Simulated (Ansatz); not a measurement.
# C₂H₇NSi: one molecule under many settings

Aim: run C₂H₇NSi under a spread of inputs, and see what each costs and gives.

The runs use Ansatz 0.2.0, Gaussian basis; the settings change from run to run.

## 1. The molecule

The geometry comes from an earlier relaxation with PBE0-D4 in a triple-zeta def2 set; it is a stationary point, not always the lowest conformer.

11 atoms, charge 0, spin multiplicity 1.

Atoms are counted from 1 here; the program's logs count them from 0.

Bond lengths: N1–C2 1.264 Å, N1–H5 1.023 Å, C2–C3 1.491 Å, C2–H6 1.095 Å, C3–Si4 1.891 Å, C3–H7 1.095 Å, C3–H8 1.094 Å, Si4–H9 1.487 Å, Si4–H10 1.485 Å, Si4–H11 1.486 Å. Angles: C2–N1–H5 110.9°, N1–C2–C3 128.1°, N1–C2–H6 116.6°, C3–C2–H6 115.2°, C2–C3–Si4 111.3°, C2–C3–H7 110.4°, C2–C3–H8 111.0°, Si4–C3–H7 107.3°, Si4–C3–H8 108.5°, H7–C3–H8 108.2°, C3–Si4–H9 109.6°, C3–Si4–H10 109.6°, C3–Si4–H11 109.8°, H9–Si4–H10 109.4°, H9–Si4–H11 109.1°, H10–Si4–H11 109.2°.

## 2. SPW92/def2-mTZVPP

Options: multiplicity 3, atoms shaken by 0.03 Å.

The input, in.yaml:

```yaml
crystal:
  periodic: [false, false, false]
  atoms:
    - {symbol: N, position_ang: [-1.682450, 1.490813, 0.479762]}
    - {symbol: C, position_ang: [-0.563383, 0.894664, 0.864805]}
    - {symbol: C, position_ang: [-0.149077, -0.547623, 0.503976]}
    - {symbol: Si, position_ang: [1.157434, -0.563461, -0.867385]}
    - {symbol: H, position_ang: [-2.257370, 0.905850, -0.072204]}
    - {symbol: H, position_ang: [0.149254, 1.425985, 1.444483]}
    - {symbol: H, position_ang: [0.306115, -1.028167, 1.372183]}
    - {symbol: H, position_ang: [-1.074783, -1.046977, 0.157360]}
    - {symbol: H, position_ang: [1.541846, -1.985647, -1.094537]}
    - {symbol: H, position_ang: [0.518317, -0.044485, -2.098198]}
    - {symbol: H, position_ang: [2.264160, 0.290601, -0.503609]}
basis:
  gaussian: {orbitals: def2-mTZVPP}
magnetization: {spin_polarized: true, initial_magnetization: 2}
hamiltonian: {xc: {name: SPW92}}
```

On the command line:

```sh
ansatz run in.yaml --threads 2 --pin off --events-out ev --progress --plain --max-ram 4352MiB
```

The log of the run:

```text
Functional definition: SPW92
  name "SPW92"
  cite "Dirac, Proc. Camb. Phil. Soc. 26, 376 (1930) doi:10.1017/S0305004100016108"
  cite "Slater, Phys. Rev. 81, 385 (1951) doi:10.1103/PhysRev.81.385"
  cite "Perdew & Wang, Phys. Rev. B 45, 13244 (1992) doi:10.1103/PhysRevB.45.13244"
  exchange = slater_x
  correlation = pw_c
1172 factors; their error is unknown
mean field evaluation 1: about -11462.6120 eV, gradient 6.4e1 eV
mean field evaluation 2: about -11014.7256 eV, gradient 2.0e2 eV
mean field evaluation 4: about -11462.4373 eV, gradient 6.1e1 eV
mean field evaluation 8: about -11487.1378 eV, gradient 2.1e0 eV
mean field evaluation 16: about -11487.1425 eV, gradient 2.6e-3 eV
mean field evaluation 32: about -11486.7751 eV, gradient 4.8e0 eV
mean field -11487.14252737 eV, -422.1447016161 hartree, gradient 1.8e-5 eV, S^2 2.003113; 6 other end points of the search recorded, 0 dependent functions left out
reference -11487.14256595 eV, -422.1447030336 hartree; 21, 19 occupied and 103, 105 virtual orbitals, 1172 factors
Total energy: -11487.14256595 eV, -422.1447030336 hartree
```

It took 2.6 s on 2 threads of Arm Neoverse V2, shared host.

⟨S²⟩ 2.003.

## 3. wB97M-V/pcseg-2

Options: multiplicity 3, restricted open-shell orbitals, high accuracy.

The input, in.yaml:

```yaml
crystal:
  periodic: [false, false, false]
  atoms:
    - {symbol: N, position_ang: [-1.637103, 1.511046, 0.466091]}
    - {symbol: C, position_ang: [-0.594671, 0.890549, 0.822096]}
    - {symbol: C, position_ang: [-0.197841, -0.508304, 0.490798]}
    - {symbol: Si, position_ang: [1.100305, -0.546029, -0.883762]}
    - {symbol: H, position_ang: [-2.246129, 0.909475, -0.093403]}
    - {symbol: H, position_ang: [0.128290, 1.450749, 1.424898]}
    - {symbol: H, position_ang: [0.241152, -0.998179, 1.366331]}
    - {symbol: H, position_ang: [-1.062611, -1.096049, 0.167873]}
    - {symbol: H, position_ang: [1.550841, -1.945186, -1.105508]}
    - {symbol: H, position_ang: [0.513973, -0.010805, -2.138816]}
    - {symbol: H, position_ang: [2.269094, 0.285834, -0.495998]}
basis:
  gaussian: {orbitals: pcseg-2}
magnetization: {spin_polarized: false, initial_magnetization: 2}
hamiltonian: {xc: {name: wB97M-V}}
accuracy: high
output: {forces: true}
```

The command is unchanged.

The log of the run, shortened:

```text
Functional definition: wB97M-V
  name "wB97M-V"
  cite "Mardirossian & Head-Gordon, J. Chem. Phys. 144, 214110 (2016) doi:10.1063/1.4952647"
  cite "Becke, J. Chem. Phys. 107, 8554 (1997) doi:10.1063/1.475007"
  cite "Vydrov & Van Voorhis, J. Chem. Phys. 133, 244103 (2010) doi:10.1063/1.3521275"
  # Of w^i u^j: cxij and so on, Table III.
[...]
  gx(w, u) = 1 - cx + cx01*u + cx10*w
  gss(w, u) = css00 + css04*u^4 + css10*w + css20*w^2 + css43*w^4*u^3
  gos(w, u) = cos00 + cos10*w + (cos20 + cos21*u)*w^2 + (cos60 + cos61*u)*w^6
[...]
      + integral(e_c_pw_mod_opposite_spin*gos(b97_w_opposite, b97_u_opposite)) + vv10(b, c)
4116 factors; integrals over basis functions are off by at most 1.0e-8 eV
488 factors; integrals over basis functions are off by at most 2.2e-9 eV
[...]
Atom 1 at    -0.594671     0.890549     0.822096 Å, force     5.790320     0.277299     3.121872 eV/Å
Atom 2 at    -0.197841    -0.508304     0.490798 Å, force    -0.274585    -0.481519    -0.331082 eV/Å
Atom 3 at     1.100305    -0.546029    -0.883762 Å, force    -0.015134     0.168403    -0.089046 eV/Å
Atom 4 at    -2.246129     0.909475    -0.093403 Å, force    -1.147379     1.752783    -0.324255 eV/Å
Atom 5 at     0.128290     1.450749     1.424898 Å, force    -0.005160    -0.175688    -0.199228 eV/Å
Atom 6 at     0.241152    -0.998179     1.366331 Å, force    -0.245509     0.005654     0.000508 eV/Å
Atom 7 at    -1.062611    -1.096049     0.167873 Å, force     0.032277    -0.140618     0.101728 eV/Å
Atom 8 at     1.550841    -1.945186    -1.105508 Å, force     0.029802     0.041099    -0.054525 eV/Å
Atom 9 at     0.513973    -0.010805    -2.138816 Å, force     0.063403    -0.040027     0.103981 eV/Å
Atom 10 at     2.269094     0.285834    -0.495998 Å, force    -0.140814    -0.119279    -0.021559 eV/Å
Dipole moment:    -0.152564    -0.169901    -0.018130 e Å
```

It took 3.8 min on 2 threads of Arm Neoverse V2, shared host; peak memory 2.5 GiB.

Largest force 6.584 eV/Å, dipole 1.10 D.

## 4. rPW86-PBE/ANO-RCC-VTZP

This run has finite nuclei, a point charge of -1.00 e beside it.

Changes to in.yaml since step 3:

```diff
@@ -15,6 +15,3 @@
 basis:
-  gaussian: {orbitals: pcseg-2}
-magnetization: {spin_polarized: false, initial_magnetization: 2}
-hamiltonian: {xc: {name: wB97M-V}}
-accuracy: high
-output: {forces: true}
+  gaussian: {orbitals: ANO-RCC-VTZP, nuclear_model: gaussian, point_charges: [{charge: -1.00, position_ang: [5.322, -0.053, -0.711]}]}
+hamiltonian: {xc: {name: rPW86-PBE}}
```

Same command.

The log of the run:

```text
Functional definition: rPW86-PBE
  name "rPW86-PBE"
  cite "Murray, Lee & Langreth, J. Chem. Theory Comput. 5, 2754 (2009) doi:10.1021/ct900365q"
  cite "Perdew, Burke & Ernzerhof, Phys. Rev. Lett. 77, 3865 (1996) doi:10.1103/PhysRevLett.77.3865"
  parent pbe
  exchange = rpw86_x
  correlation = pbe_c
1409 factors; their error is unknown
mean field evaluation 1: about -11579.4255 eV, gradient 7.6e1 eV
mean field evaluation 2: about -11517.1248 eV, gradient 1.5e2 eV
mean field evaluation 4: about -11591.4745 eV, gradient 1.7e1 eV
mean field evaluation 8: about -11592.1736 eV, gradient 1.1e-1 eV
mean field evaluation 16: about -11592.1301 eV, gradient 6.1e-4 eV
mean field -11592.13008642 eV, -426.0029232481 hartree, gradient 4.9e-5 eV, S^2 0.000000; 0 other end points of the search recorded, 0 dependent functions left out
reference -11592.13023563 eV, -426.0029287314 hartree; 20, 20 occupied and 202, 202 virtual orbitals, 1409 factors
Total energy: -11592.13023563 eV, -426.0029287314 hartree
Relativity: scalar
```

It took 14 s on 2 threads of Arm Neoverse V2, shared host; peak memory 0.38 GiB.

## 5. BHLYP/pcseg-2

Options: D3(BJ) with three-body dispersion, high accuracy.

Changes to in.yaml since step 4:

```diff
@@ -15,3 +15,4 @@
 basis:
-  gaussian: {orbitals: ANO-RCC-VTZP, nuclear_model: gaussian, point_charges: [{charge: -1.00, position_ang: [5.322, -0.053, -0.711]}]}
-hamiltonian: {xc: {name: rPW86-PBE}}
+  gaussian: {orbitals: pcseg-2}
+hamiltonian: {xc: {name: BHLYP}, dispersion: d3bjatm}
+accuracy: high
```

Launched as before.

The log of the run:

```text
Functional definition: BHLYP
  name "BHLYP"
  cite "Becke, J. Chem. Phys. 98, 1372 (1993) doi:10.1063/1.464304"
  cite "Becke, Phys. Rev. A 38, 3098 (1988) doi:10.1103/PhysRevA.38.3098"
  cite "Lee, Yang & Parr, Phys. Rev. B 37, 785 (1988) doi:10.1103/PhysRevB.37.785"
  parameter a = 0.5
  exchange = (1 - a)*b88_x + a*exact_x
  correlation = lyp_c
4116 factors; integrals over basis functions are off by at most 1.0e-8 eV
mean field evaluation 1: about -11548.8376 eV, gradient 5.0e1 eV
mean field evaluation 2: about -11549.4244 eV, gradient 4.7e1 eV
mean field evaluation 4: about -11554.4054 eV, gradient 3.5e0 eV
mean field evaluation 8: about -11554.5781 eV, gradient 1.9e-1 eV
mean field evaluation 16: about -11554.5782 eV, gradient 6.6e-5 eV
mean field -11554.57817926 eV, -424.6229161133 hartree, gradient 2.6e-8 eV, S^2 0.000000; 0 other end points of the search recorded, 0 dependent functions left out
reference -11554.57821140 eV, -424.6229172947 hartree; 20, 20 occupied and 202, 202 virtual orbitals, 4116 factors
Total energy: -11554.88027194 eV, -424.6340178146 hartree
```

Wall time 19 s (2 threads of Arm Neoverse V2, shared host); peak memory 1.4 GiB.

## 6. SVWN5/ANO-RCC-VTZP

Changes to in.yaml since step 5:

```diff
@@ -15,4 +15,3 @@
 basis:
-  gaussian: {orbitals: pcseg-2}
-hamiltonian: {xc: {name: BHLYP}, dispersion: d3bjatm}
-accuracy: high
+  gaussian: {orbitals: ANO-RCC-VTZP}
+hamiltonian: {xc: {name: SVWN5}}
```

Launched as before.

The log of the run:

```text
Functional definition: SVWN5
  name "SVWN5"
  cite "Dirac, Proc. Camb. Phil. Soc. 26, 376 (1930) doi:10.1017/S0305004100016108"
  cite "Slater, Phys. Rev. 81, 385 (1951) doi:10.1103/PhysRev.81.385"
  cite "Vosko, Wilk & Nusair, Can. J. Phys. 58, 1200 (1980) doi:10.1139/p80-159"
  exchange = slater_x
  correlation = vwn5_c
1409 factors; their error is unknown
mean field evaluation 1: about -11498.2446 eV, gradient 7.4e1 eV
mean field evaluation 2: about -11440.2099 eV, gradient 1.5e2 eV
mean field evaluation 4: about -11509.5348 eV, gradient 2.1e1 eV
mean field evaluation 8: about -11510.5012 eV, gradient 1.7e-1 eV
mean field evaluation 16: about -11510.4595 eV, gradient 1.2e-4 eV
mean field -11510.45950646 eV, -423.0015847926 hartree, gradient 2.5e-5 eV, S^2 0.000000; 0 other end points of the search recorded, 0 dependent functions left out
reference -11510.45955988 eV, -423.0015867560 hartree; 20, 20 occupied and 202, 202 virtual orbitals, 1409 factors
Total energy: -11510.45955988 eV, -423.0015867560 hartree
Relativity: scalar
```

Wall time 3.3 s (2 threads of Arm Neoverse V2, shared host); peak memory 0.34 GiB.

## 7. wB97/x2c-TZVPPall

This run has charge +1, multiplicity 2.

Changes to in.yaml since step 6:

```diff
@@ -15,3 +15,6 @@
 basis:
-  gaussian: {orbitals: ANO-RCC-VTZP}
-hamiltonian: {xc: {name: SVWN5}}
+  gaussian: {orbitals: x2c-TZVPPall}
+total_charge: 1
+magnetization: {spin_polarized: true, initial_magnetization: 1}
+hamiltonian: {xc: {name: wB97}}
+output: {forces: true}
```

The command is unchanged.

The log of the run, shortened:

```text
Functional definition: wB97
  name "wB97"
  cite "Chai & Head-Gordon, J. Chem. Phys. 128, 084106 (2008) doi:10.1063/1.2834918"
  cite "Becke, J. Chem. Phys. 107, 8554 (1997) doi:10.1063/1.475007"
[...]
  # The coefficients of nought are those of the uniform gas.
[...]
      + integral(e_c_pw_opposite_spin*poly(b97_u_opposite, 1, cos1, cos2, cos3, cos4))
1230 factors; their error is unknown
406 factors; integrals over basis functions are off by at most 2.8e-5 eV
[...]
mean field -11564.16244059 eV, -424.9751312209 hartree, gradient 3.2e-5 eV, S^2 0.761473; 2 other end points of the search recorded, 0 dependent functions left out
[...]
reference -11564.16242980 eV, -424.9751308243 hartree; 20, 19 occupied and 213, 214 virtual orbitals, 1230 factors
Total energy: -11564.16242980 eV, -424.9751308243 hartree
Relativity: scalar
[...]
Atom 1 at    -0.594671     0.890549     0.822096 Å, force     0.837493     1.976784     0.917517 eV/Å
Atom 2 at    -0.197841    -0.508304     0.490798 Å, force    -1.218921    -0.250873     0.304619 eV/Å
Atom 3 at     1.100305    -0.546029    -0.883762 Å, force     1.232899     0.065640    -1.259788 eV/Å
Atom 4 at    -2.246129     0.909475    -0.093403 Å, force    -1.518328     1.419482    -0.652204 eV/Å
Atom 5 at     0.128290     1.450749     1.424898 Å, force     0.152025     0.111480    -0.000842 eV/Å
Atom 6 at     0.241152    -0.998179     1.366331 Å, force    -0.077529     0.290074     0.107752 eV/Å
Atom 7 at    -1.062611    -1.096049     0.167873 Å, force     0.038347    -0.040265    -0.046348 eV/Å
Atom 8 at     1.550841    -1.945186    -1.105508 Å, force    -0.327913     0.140484     0.305579 eV/Å
Atom 9 at     0.513973    -0.010805    -2.138816 Å, force    -0.144807     0.005516     0.282022 eV/Å
Atom 10 at     2.269094     0.285834    -0.495998 Å, force    -0.289973    -0.020386     0.151232 eV/Å
Dipole moment:    -0.594367     0.241590     0.401146 e Å
```

Run time: 39 s. Hardware: 2 threads of Arm Neoverse V2, shared host; peak memory 0.89 GiB.

Largest force 3.927 eV/Å, ⟨S²⟩ 0.761.

## 8. MP2/def2-mTZVPP

Set apart from the defaults: charge +1, multiplicity 2.

Changes to in.yaml since step 7:

```diff
@@ -15,6 +15,7 @@
 basis:
-  gaussian: {orbitals: x2c-TZVPPall}
+  gaussian: {orbitals: def2-mTZVPP}
 total_charge: 1
 magnetization: {spin_polarized: true, initial_magnetization: 1}
-hamiltonian: {xc: {name: wB97}}
+hamiltonian: {xc: {name: HF}}
+correlation: {method: mp2}
 output: {forces: true}
```

Launched as before.

The log of the run, shortened:

```text
Functional definition: HF
  name "HF"
  cite "Fock, Z. Phys. 61, 126 (1930) doi:10.1007/BF01340294"
  parent pbe
[...]
1157 factors; integrals over basis functions are off by at most 1.5e-3 eV
[...]
mean field -11507.70942034 eV, -422.9005209919 hartree, gradient 2.5e-6 eV, S^2 0.815480; 5 other end points of the search recorded, 0 dependent functions left out
8 core orbitals not correlated: weight in the atoms' cores, before any rotation towards them, 1.000 or more for the frozen orbitals, at most 0.000 for the correlated occupied ones
reference -11507.70942034 eV, -422.9005209919 hartree; 12, 11 occupied and 104, 105 virtual orbitals, 1157 factors
second order -14.25018766 eV of doubles, -0.00000000 eV of singles
[...]
Total energy: -11521.95960800 eV, -423.4242057294 hartree
Atom 0 at    -1.637103     1.511046     0.466091 Å, force     1.187827    -3.852819    -0.201457 eV/Å
Atom 1 at    -0.594671     0.890549     0.822096 Å, force     1.347136     1.874432     1.183711 eV/Å
Atom 2 at    -0.197841    -0.508304     0.490798 Å, force    -1.494768    -0.146732     0.412832 eV/Å
Atom 3 at     1.100305    -0.546029    -0.883762 Å, force     1.457514     0.073468    -1.501705 eV/Å
Atom 4 at    -2.246129     0.909475    -0.093403 Å, force    -1.609608     1.519628    -0.696819 eV/Å
Atom 5 at     0.128290     1.450749     1.424898 Å, force     0.018980     0.055542    -0.122722 eV/Å
Atom 6 at     0.241152    -0.998179     1.366331 Å, force    -0.110996     0.353494     0.080497 eV/Å
Atom 7 at    -1.062611    -1.096049     0.167873 Å, force     0.092605    -0.000211    -0.034588 eV/Å
Atom 8 at     1.550841    -1.945186    -1.105508 Å, force    -0.377221     0.285075     0.337591 eV/Å
Atom 9 at     0.513973    -0.010805    -2.138816 Å, force    -0.090542    -0.050766     0.428593 eV/Å
Atom 10 at     2.269094     0.285834    -0.495998 Å, force    -0.420927    -0.111112     0.114068 eV/Å
Dipole moment:    -0.605276     0.270914     0.392964 e Å
```

Wall time 7.5 s (2 threads of Arm Neoverse V2, shared host); peak memory 0.7 GiB.

Largest force 4.037 eV/Å, ⟨S²⟩ 0.815.

## 9. PBE0/6-31G

Changes to in.yaml since step 8:

```diff
@@ -15,7 +15,4 @@
 basis:
-  gaussian: {orbitals: def2-mTZVPP}
-total_charge: 1
-magnetization: {spin_polarized: true, initial_magnetization: 1}
-hamiltonian: {xc: {name: HF}}
-correlation: {method: mp2}
+  gaussian: {orbitals: 6-31G}
+hamiltonian: {xc: {name: PBE0}}
 output: {forces: true}
```

The command is unchanged.

The log of the run, shortened:

```text
Functional definition: PBE0
  name "PBE0"
  cite "Adamo & Barone, J. Chem. Phys. 110, 6158 (1999) doi:10.1063/1.478522"
  cite "Perdew, Burke & Ernzerhof, Phys. Rev. Lett. 77, 3865 (1996) doi:10.1103/PhysRevLett.77.3865"
  parent pbe
[...]
750 factors; integrals over basis functions are off by at most 2.2e-4 eV
[...]
mean field -11544.59197512 eV, -424.2559298800 hartree, gradient 4.7e-5 eV, S^2 0.000000; 0 other end points of the search recorded, 0 dependent functions left out
[...]
reference -11544.59199732 eV, -424.2559306959 hartree; 20, 20 occupied and 34, 34 virtual orbitals, 750 factors
Total energy: -11544.59199732 eV, -424.2559306959 hartree
Atom 0 at    -1.637103     1.511046     0.466091 Å, force    -0.876522     0.595972    -0.257101 eV/Å
Atom 1 at    -0.594671     0.890549     0.822096 Å, force     1.236936    -0.292195     0.584865 eV/Å
Atom 2 at    -0.197841    -0.508304     0.490798 Å, force    -0.269615    -0.079129     0.423421 eV/Å
Atom 3 at     1.100305    -0.546029    -0.883762 Å, force     0.264725    -0.026577    -0.283090 eV/Å
Atom 4 at    -2.246129     0.909475    -0.093403 Å, force    -0.453372    -0.009553    -0.249042 eV/Å
Atom 5 at     0.128290     1.450749     1.424898 Å, force    -0.042641    -0.033268    -0.023004 eV/Å
Atom 6 at     0.241152    -0.998179     1.366331 Å, force    -0.025261    -0.061529     0.076483 eV/Å
Atom 7 at    -1.062611    -1.096049     0.167873 Å, force    -0.089314    -0.083886     0.005473 eV/Å
Atom 8 at     1.550841    -1.945186    -1.105508 Å, force     0.111672    -0.290180    -0.067340 eV/Å
Atom 9 at     0.513973    -0.010805    -2.138816 Å, force    -0.104125     0.107655    -0.277004 eV/Å
Atom 10 at     2.269094     0.285834    -0.495998 Å, force     0.247516     0.172691     0.066338 eV/Å
Dipole moment:     0.169635    -0.529544    -0.026260 e Å
```

It took 1.1 s on 2 threads of Arm Neoverse V2, shared host.

Largest force 1.399 eV/Å, dipole 2.67 D.

## 10. PBE0/cc-pVTZ

Options: multiplicity 3, D3(BJ) with three-body dispersion, the search for lower states set to full.

Changes to in.yaml since step 9:

```diff
@@ -15,4 +15,6 @@
 basis:
-  gaussian: {orbitals: 6-31G}
-hamiltonian: {xc: {name: PBE0}}
+  gaussian: {orbitals: cc-pVTZ}
+magnetization: {spin_polarized: true, initial_magnetization: 2}
+hamiltonian: {xc: {name: PBE0}, dispersion: d3bjatm}
+scf: {lower_state_search: full}
 output: {forces: true}
```

Same command.

The log of the run, shortened:

```text
Functional definition: PBE0
  name "PBE0"
  cite "Adamo & Barone, J. Chem. Phys. 110, 6158 (1999) doi:10.1063/1.478522"
  cite "Perdew, Burke & Ernzerhof, Phys. Rev. Lett. 77, 3865 (1996) doi:10.1103/PhysRevLett.77.3865"
  parent pbe
[...]
1228 factors; their error is unknown
[...]
mean field -11544.34841181 eV, -424.2469790935 hartree, gradient 1.3e-5 eV, S^2 2.007245; 10 other end points of the search recorded, 0 dependent functions left out
[...]
reference -11544.34844189 eV, -424.2469801990 hartree; 21, 19 occupied and 201, 203 virtual orbitals, 1228 factors
Total energy: -11544.54069937 eV, -424.2540455312 hartree
Atom 0 at    -1.637103     1.511046     0.466091 Å, force    -4.143479    -1.247867    -2.205738 eV/Å
Atom 1 at    -0.594671     0.890549     0.822096 Å, force     5.685098     0.092722     2.948877 eV/Å
Atom 2 at    -0.197841    -0.508304     0.490798 Å, force    -0.425205    -0.245288    -0.108071 eV/Å
Atom 3 at     1.100305    -0.546029    -0.883762 Å, force    -0.076175     0.216935    -0.073478 eV/Å
Atom 4 at    -2.246129     0.909475    -0.093403 Å, force    -1.021161     1.743515    -0.345121 eV/Å
Atom 5 at     0.128290     1.450749     1.424898 Å, force     0.069663    -0.165433    -0.210236 eV/Å
Atom 6 at     0.241152    -0.998179     1.366331 Å, force    -0.219834    -0.043946     0.064645 eV/Å
Atom 7 at    -1.062611    -1.096049     0.167873 Å, force    -0.013084    -0.185619     0.075933 eV/Å
Atom 8 at     1.550841    -1.945186    -1.105508 Å, force     0.124611    -0.194053    -0.105903 eV/Å
Atom 9 at     0.513973    -0.010805    -2.138816 Å, force    -0.008539     0.032886    -0.077339 eV/Å
Atom 10 at     2.269094     0.285834    -0.495998 Å, force     0.028105    -0.003850     0.036431 eV/Å
Dipole moment:    -0.167111    -0.144861     0.003867 e Å
```

Wall time 63 s (2 threads of Arm Neoverse V2, shared host); peak memory 1 GiB.

Largest force 6.405 eV/Å, dipole 1.06 D, ⟨S²⟩ 2.007.

## 11. All runs side by side

| level | charge | multiplicity | geometry | functions | energy (eV) | time |
| --- | --- | --- | --- | --- | --- | --- |
| SPW92/def2-mTZVPP | 0 | 3 | shaken | 124 | -11487.143 | 2.6 s |
| wB97M-V/pcseg-2 | 0 | 3 | relaxed | 222 | -11549.393 | 3.8 min |
| rPW86-PBE/ANO-RCC-VTZP | 0 | 1 | relaxed, point charge | 222 | -11592.130 | 14 s |
| BHLYP/pcseg-2 | 0 | 1 | relaxed | 222 | -11554.880 | 19 s |
| SVWN5/ANO-RCC-VTZP | 0 | 1 | relaxed | 222 | -11510.460 | 3.3 s |
| wB97/x2c-TZVPPall | 1 | 2 | relaxed | 233 | -11564.162 | 39 s |
| MP2/def2-mTZVPP | 1 | 2 | relaxed | 124 | -11521.960 | 7.5 s |
| PBE0/6-31G | 0 | 1 | relaxed | 54 | -11544.592 | 1.1 s |
| PBE0/cc-pVTZ | 0 | 3 | relaxed | 222 | -11544.541 | 63 s |

## 12. Summary of results

| quantity | value |
| --- | --- |
| runs | 9 |
| quickest | PBE0/6-31G, 1.1 s |
| slowest | wB97M-V/pcseg-2, 3.8 min |
| spread of total energies, same state and geometry | 44.4 eV |

What this shows: wB97M-V/pcseg-2 took 198 times as long as PBE0/6-31G. The jobs differ in tasks and options as well as level. The totals spread over 44 eV; they can't be compared across methods or bases. Some of these runs are scalar-relativistic and others not, which shifts the totals of all-electron atoms past neon by eV; core potentials, where a basis has them, take the core out of the total altogether. At the PBE0-D4/def2-TZVP geometry and in the same state, runs without warnings or point charges leave forces up to 1.40 eV/Å (PBE0/6-31G).
